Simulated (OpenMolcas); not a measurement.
# W⁵⁺ among point charges: CASSCF and CASPT2 levels and susceptibility

Aim: the splitting of the states of W⁵⁺ in the field of 6 point charges, its lowest levels with spin-orbit coupling and its magnetic susceptibility.

Program: OpenMolcas 26.06. Level of theory: state-averaged CASSCF and CASPT2, spin-orbit coupling by RASSI with atomic mean-field integrals. These are calculated values, not measurements, unless marked.

### Step 1. The system

| Item | Value |
| --- | --- |
| Species | W⁵⁺ (tungsten, Z = 74, 69 electrons) |
| Basis | ANO-RCC-VDZP [7s6p4d2f1g], 68 functions |
| Scalar Hamiltonian | DKH2, point nucleus |
| Inactive shells | 1s 2s 2p 3s 3p 3d 4s 4p 4d 4f 5s 5p |
| Active space | 1 electron in 5 orbitals (5d) |
| Some configurations of this space | 5d |
| Orbitals | optimised for each spin and parity, averaged over all roots |

The outer shells:

5d
```
5d [↑ ][  ][  ][  ][  ]
```

The ion sits among 6 point charges of -1.7 e arranged as an octahedron (Oh), 2.38 Å from the ion.

Each step is its own input file, run in one work folder so that later steps find the files of earlier ones. Labels, J, g values, rates, χT and fits are worked out afterwards by a script from the matrices that RASSI stores. The input lists half of the charges; inversion (Group=XYZ) makes the rest.

### Step 2. One- and two-electron integrals

a.inp

```
&GATEWAY
Coord
1

W 0.0 0.0 0.0
Basis=ANO-RCC-VDZP
Group=XYZ
NoMove
AngMom=0.0 0.0 0.0
AMFI
XField
3 Angstrom 0
2.380000 0.000000 0.000000 -1.700000
0.000000 2.380000 0.000000 -1.700000
0.000000 0.000000 2.380000 -1.700000
&SEWARD
```

Launch:

```console
$ OMP_NUM_THREADS=1 MOLCAS_MEM=1689 MOLCAS_PROJECT=a pymolcas a.inp > a.log
```

Log:

```text
Basis set label: W.ANO-RCC...7S6P4D2F1G.

      Electronic valence basis set:
      ------------------
      Associated Effective Charge  74.000000 au
      Associated Actual Charge     74.000000 au
      Nuclear Model: Point charge

      Shell  nPrim  nBasis  Cartesian Spherical Contaminant
         s      24       7        X
         p      21       6        X
         d      15       4                 X
         f      11       2                 X
         g       4       1                 X
                  Relativistic Douglas-Kroll-Hess integrals:
                    - DKH order of Hamiltonian: 2
                    - DKH order of Properties : 0
                  Atomic mean-field integrals
```

### Step 3. CASSCF: doublets of even parity, 5 roots

a.inp

```
&RASSCF
FileOrb=start.orb
Symmetry=1
Spin=2
nActEl=1 0 0
Inactive=15 19
Ras2=5 0
CIRoot=5 5 1
SDav=5
CIMx=300
Iter=120 100
PrWF=0.3
OrbListing=Nothing
MaxOrb=0
>>> COPY $Project.JobIph JOB001
```

Launch:

```console
$ OMP_NUM_THREADS=1 MOLCAS_MEM=1689 MOLCAS_PROJECT=a pymolcas a.inp > a.log
```

start.orb holds the contracted functions of the basis, ordered by shell, or the orbitals of the step before.

Log, shortened:

```text
[...]
      Number of active orbitals                  5
[...]
      Spin quantum number                      0.5
[...]
      Active orbitals                            5   0
[...]
      Number of CSFs                             5
      Number of root(s) required                 5
[...]
      Convergence after  8 iterations
[...]
      Natural orbitals and occupation numbers for root  1
      sym 1:   1.000000   0.000000   0.000000   0.000000   0.000000
      Natural orbitals and occupation numbers for root  2
      sym 1:   0.000000   0.000000  -0.000000   1.000000   0.000000
      Natural orbitals and occupation numbers for root  3
      sym 1:   0.000000   1.000000  -0.000000   0.000000   0.000000
::    RASSCF root number  1 Total energy: -16133.81317905
::    RASSCF root number  2 Total energy: -16133.81317905
::    RASSCF root number  3 Total energy: -16133.81317905
::    RASSCF root number  4 Total energy: -16133.79076475
::    RASSCF root number  5 Total energy: -16133.79076475
```

### Step 4. RASSI: spin-orbit coupling between the states

a.inp

```
&RASSI
NrOfJobIphs=1 5
1 2 3 4 5
IphNames
JOB001
EJob
SpinOrbit
DIPRint=1.0
SOCoupling=1000.0
Subsets=2
Property=9
'ANGMOM' 1 'ANGMOM' 2 'ANGMOM' 3 'MLTPL  1' 1 'MLTPL  1' 2 'MLTPL  1' 3
'AMFI' 1 'AMFI' 2 'AMFI' 3
SOProperty=3
'ANGMOM' 1 'ANGMOM' 2 'ANGMOM' 3
```

Launch:

```console
$ OMP_NUM_THREADS=1 MOLCAS_MEM=1689 MOLCAS_PROJECT=a pymolcas a.inp > a.log
```

Log, shortened:

```text
SPIN-FREE ENERGIES:
  (Shifted by EMIN (a.u.) =     -16133.8131790546)
 SF State       Relative EMIN(au)   Rel lowest level(eV)    D:o, cm**(-1)      L_eff
     1             0.0000000000        0.0000000000              0.0000         2.0
     2             0.0000000000        0.0000000000              0.0000         2.0
     3             0.0000000000        0.0000000000              0.0000         2.0
     4             0.0224143028        0.6099242506           4919.3708         2.0
     5             0.0224143028        0.6099242506           4919.3708         2.0
     Dipole printing threshold changed to   1.00000000E+00
Eigenvalues of complex Hamiltonian:
   -----------------------------------
  (Shifted by EMIN (a.u.) =     -16133.8131790546)
 SO State       Relative EMIN(au)   Rel lowest level(eV)    D:o, cm**(-1)     J-value
     1            -0.0209182420        0.0000000000              0.0000         1.3
     2            -0.0209182420        0.0000000000              0.0000         1.3
     3            -0.0209182420        0.0000000000              0.0000         1.1
     4            -0.0209182420        0.0000000000              0.0000         1.1
     5             0.0180629828        1.0607331644           8555.3899         2.0
     6             0.0180629828        1.0607331644           8555.3899         2.0
     7             0.0343010534        1.5025935734          12119.2345         2.3
     8             0.0343010534        1.5025935734          12119.2345         2.3
     9             0.0343010534        1.5025935734          12119.2345         1.5
    10             0.0343010534        1.5025935734          12119.2345         1.5
Weights of the five most important spin-orbit-free states for each spin-orbit state.
[...]
```

These steps took 1.8 s in all on 1 thread of Arm Neoverse V1, shared host.

States without spin-orbit coupling:

```tsv
state	degeneracy	E (cm-1)	free-ion L (%)
2T2	3	0	D (100)
2E	2	4919	D (100)
```

With spin-orbit coupling:

| E (cm-1) | Degeneracy | Label | 2S+1 | g |
| --- | --- | --- | --- | --- |
| 0.0 | 4 | Γ8 | 2 |  |
| 8555 | 2 | Γ7 | 2 | 2.00 2.00 2.00 |
| 12119 | 4 | Γ8 | 2 |  |

Principal g values are given for doublets only; a zero marks a field direction without first-order Zeeman splitting.

Powder χT (cm³ K/mol): 0.25 at 2 K, 0.25 at 5 K, 0.25 at 10 K, 0.25 at 20 K, 0.25 at 50 K, 0.25 at 100 K, 0.25 at 150 K, 0.25 at 200 K, 0.25 at 250 K, 0.25 at 300 K.

A ligand-field fit to the states below 45000 cm-1 gives 10Dq = 4919 cm-1, the gap between the two states.

Orbitals of the lowest block (energies include the constant potential of the surroundings):

```tsv
shell	space	energy (hartree)	mean occupation	⟨r²⟩ (bohr²)
1s	inactive	-2563.5155	2.000	0.000431
2s	inactive	-447.8670	2.000	0.00704
2p	inactive	-393.2063	6.000	0.00582
3s	inactive	-105.3683	2.000	0.0460
3p	inactive	-88.7801	6.000	0.0466
3d	inactive	-68.9051	10.000	0.0390
4s	inactive	-22.8678	2.000	0.229
4p	inactive	-17.2985	6.000	0.259
4d	inactive	-9.9463	10.000	0.304
4f	inactive	-1.7649	14.000	0.483
5s	inactive	-3.3201	2.000	1.30
5p	inactive	-1.7677	6.000	1.56
5d	RAS2		1.000	2.96
```

### Step 5. CASPT2: IPEA 0.25, imaginary shift 0.1 (closed shells correlated: 4f 5s 5p)

a.inp

```
>>> COPY JOB001 $Project.JobIph
&CASPT2
Multistate=5 1 2 3 4 5
NoMult
Frozen=14 9
IPEA=0.25
Imaginary=0.1
MaxIter=60
WThr=0.0 0.3 0.05
PrWF=0.5
NoMix
```

Launch:

```console
$ OMP_NUM_THREADS=1 MOLCAS_MEM=1689 MOLCAS_PROJECT=a pymolcas a.inp > a.log
```

Log:

```text
Orbital specifications:
      -----------------------

      Symmetry species                           1   2
                                                ag  au
      Frozen orbitals                           14   9
      Inactive orbitals                          1  10
      Active orbitals                            5   0
      Secondary orbitals                        16  13
      Deleted orbitals                           0   0
      Number of basis functions                 36  32
Type of calculation                        SS-CASPT2
      Fock operator                              state-specific
      IPEA shift                                 0.25
      Real shift                                 0.00
      Imaginary shift                            0.10
      The input orbitals will be transformed to quasi-canonical
Reference energy:      -16133.8131790546
      E2 (Non-variational):      -0.7247524024
      Shift correction:          -0.0000965552
      E2 (Variational):          -0.7248489576
      Total energy:          -16134.5380280122
      Residual norm:              0.0000000880
      Reference weight:           0.93158
      Contributions to the CASPT2 correlation energy
      Active & Virtual Only:          0.0000000000
      One Inactive Excited:          -0.0431541007
      Two Inactive Excited:          -0.6815983017
Reference energy:      -16133.8131790546
      E2 (Non-variational):      -0.7247493020
      Shift correction:          -0.0000965502
      E2 (Variational):          -0.7248458522
      Total energy:          -16134.5380249068
      Residual norm:              0.0000000880
      Reference weight:           0.93158
      Contributions to the CASPT2 correlation energy
      Active & Virtual Only:          0.0000000000
      One Inactive Excited:          -0.0431541123
      Two Inactive Excited:          -0.6815951897
::    CASPT2 Root  1     Total energy: -16134.53802801
::    CASPT2 Root  2     Total energy: -16134.53802491
::    CASPT2 Root  3     Total energy: -16134.53801564
::    CASPT2 Root  4     Total energy: -16134.51564954
::    CASPT2 Root  5     Total energy: -16134.51564870
```

Time for this run: 0.92 s (1 thread of Arm Neoverse V1, shared host).

SS-CASPT2: lowest energy less the reference's lowest, -0.7248 hartree; reference weights 0.932.

Spin-free states, with their symmetry labels:

```tsv
state	degeneracy	E (cm-1)	free-ion L (%)
2T2	3	0	D (100)
2E	2	4910	D (100)
```

With spin-orbit coupling:

```json
{"E (cm-1)": "0", "Degeneracy": "4", "Label": "Γ8", "2S+1": "2", "g": ""}
{"E (cm-1)": "8560", "Degeneracy": "2", "Label": "Γ7", "2S+1": "2", "g": "2.00 2.00 2.00"}
{"E (cm-1)": "12110", "Degeneracy": "4", "Label": "Γ8", "2S+1": "2", "g": ""}
```

Powder χT (cm³ K/mol): 0.25 at 2 K, 0.25 at 5 K, 0.25 at 10 K, 0.25 at 20 K, 0.25 at 50 K, 0.25 at 100 K, 0.25 at 150 K, 0.25 at 200 K, 0.25 at 250 K, 0.25 at 300 K.

A ligand-field fit to the states below 45000 cm-1 gives 10Dq = 4910 cm-1, the gap between the two states.

### Step 6. The methods side by side

A. CASSCF
B. SS-CASPT2, IPEA 0.25, imaginary shift 0.1 (closed shells correlated: 4f 5s 5p)

```tsv
method	ground state	first state of that spin (cm-1)	first gap with spin-orbit (cm-1)	χT at 300 K
A	2T2	2E 4919	8555.4	0.25
B	2T2	2E 4910	8557.3	0.25
```

### Step 7. What came out

| quantity | value |
| --- | --- |
| method | SS-CASPT2, IPEA 0.25, imaginary shift 0.1 (closed shells correlated: 4f 5s 5p) |
| spin-free ground state | 2T2, 3-fold in its orbital part |
| first state of the same spin within the active space | 2E at 4910 cm⁻¹ |
| lowest level | 4-fold Γ8 |
| next level | 8557.3 cm⁻¹ |
| χT at 300 K | 0.25 cm³ K/mol |
| effective moment at 300 K | 1.43 μB |

Cost by method:

```tsv
method	time of its own steps	time with the reference
A. CASSCF	1.8 s	1.8 s
B. SS-CASPT2, IPEA 0.25, imaginary shift 0.1, +4f 5s 5p	0.92 s	2.7 s
```

Times are of one thread on a shared host.

**Reading.** The spin-free ground state (2T2) comes to 100 % from free-ion D terms and keeps the highest spin of the shell. χT at 300 K is 0.25, against 0.38 cm³ K/mol for the spin alone, so orbital moment lowers it. A ligand-field fit to the states below 45000 cm-1 gives 10Dq = 4910 cm-1, the gap between the two states. The field of point charges can differ much from that of real complexes. This is an electrostatic model: the charges have no orbitals.
